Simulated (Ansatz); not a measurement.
# HfZr3Se8: the cost of one run

Computed with Ansatz 0.2.0 (DFT PBE, scalar-relativistic, plane waves, PAW, unless a step's input says otherwise).

### 1 The structure to begin with

Symmetry: P2/m, No. 10, monoclinic system. The conventional cell has a = 6.567 Å, b = 7.584 Å, c = 6.918 Å, α = 90.00°, β = 90.01°, γ = 90.00°. Around Zr (site symmetry 2/m) lie 6 Se at 2.70 to 2.71 Å. Zr (site symmetry 2) is surrounded by 6 Se at 2.70 to 2.71 Å. Hf (site symmetry 2/m) has 6 Se at 2.69 Å in its first shell of neighbours. Around Se (site symmetry 1) lie 1 Hf at 2.69 Å and 2 Zr at 2.71 Å. Around Se (site symmetry m) lie 3 Zr at 2.70 Å. Se (site symmetry m) has 1 Hf at 2.69 Å and 2 Zr at 2.71 Å in its first shell of neighbours.

Structure file:

```
Zr Hf Se
1.0
     6.56685    0.00000    0.00000
     0.00000    7.58401    0.00000
    -0.00141    0.00000    6.91780
Zr Hf Se
3 1 8
Direct
  0.00000 0.50000 0.00000
  0.50000 0.24986 0.00000
  0.50000 0.75014 0.00000
  0.00000 0.00000 0.00000
  0.16562 0.24837 0.22847
  0.16562 0.75163 0.22847
  0.66640 0.50000 0.22910
  0.66916 0.00000 0.22843
  0.33084 0.00000 0.77156
  0.33360 0.50000 0.77090
  0.83438 0.24837 0.77153
  0.83438 0.75163 0.77153
```

It is the end of an earlier relaxation with the same method, from a generated guess; it is a trial structure. At a tolerance of 0.02 Å it has space group P2/m (No. 10); it has 28.71 Å³/atom, an uncorrected energy of -1.36 eV/atom over the elements.

### 2 Static run: bands, density of states and charges

The input, input.yaml:

```yaml
crystal:
  lattice:
    - [6.5668512, 0.0, 0.0]
    - [0.0, 7.5840081, 0.0]
    - [-0.0014143, 0.0, 6.9177989]
  atoms:
    - { symbol: Zr, position: [0.0, 0.5, 0.0] }
    - { symbol: Zr, position: [0.5, 0.249856, 0.0] }
    - { symbol: Zr, position: [0.5, 0.750144, 0.0] }
    - { symbol: Hf, position: [0.0, 0.0, 0.0] }
    - { symbol: Se, position: [0.165618, 0.248372, 0.228474] }
    - { symbol: Se, position: [0.165618, 0.751628, 0.228474] }
    - { symbol: Se, position: [0.666396, 0.5, 0.229096] }
    - { symbol: Se, position: [0.669164, 0.0, 0.228435] }
    - { symbol: Se, position: [0.330836, 0.0, 0.771565] }
    - { symbol: Se, position: [0.333604, 0.5, 0.770904] }
    - { symbol: Se, position: [0.834382, 0.248372, 0.771526] }
    - { symbol: Se, position: [0.834382, 0.751628, 0.771526] }
basis:
  ecutwfc: 420
kpoints:
  mp_grid: { grid: [6, 6, 6] }
  band_path:
    path:
      - [0.0, 0.0, 0.0]
      - [0.0, 0.5, 0.0]
      - [0.0, 0.5, 0.5]
      - [0.0, 0.0, 0.5]
      - [0.0, 0.0, 0.0]
      - [-0.5, 0.0, 0.5]
      - [-0.5, 0.5, 0.5]
      - [0.0, 0.5, 0.0]
      - [-0.5, 0.5, 0.0]
      - [-0.5, 0.0, 0.0]
      - [0.0, 0.0, 0.0]
    npoints: 10
hamiltonian:
  xc: pbe
scf:
  occupations: { method: gaussian, width: 0.02 }
  n_extra_bands: 30
output:
  forces: true
  stress: true
  eigenvalues: true
  populations: true
  dos: { projected: true, de: 0.02, nscf_kmesh: { grid: [9, 9, 9] } }
  bader: false
  write_density: true
  write_potential: true
  elf: true
  volumetric_format: npy
```

Run with:

```sh
$ ansatz run input.yaml --threads 4 --pin off --max-ram 8192MiB --backend cpu --events-out ev --progress --plain --runs-dir out
```

**Question.** How long does this run take on 4 threads of Intel Xeon Platinum 8375C at 2.90GHz (Ice Lake), shared host, and how much memory does it need?

About 3.3 min, with a peak of 5 GiB.
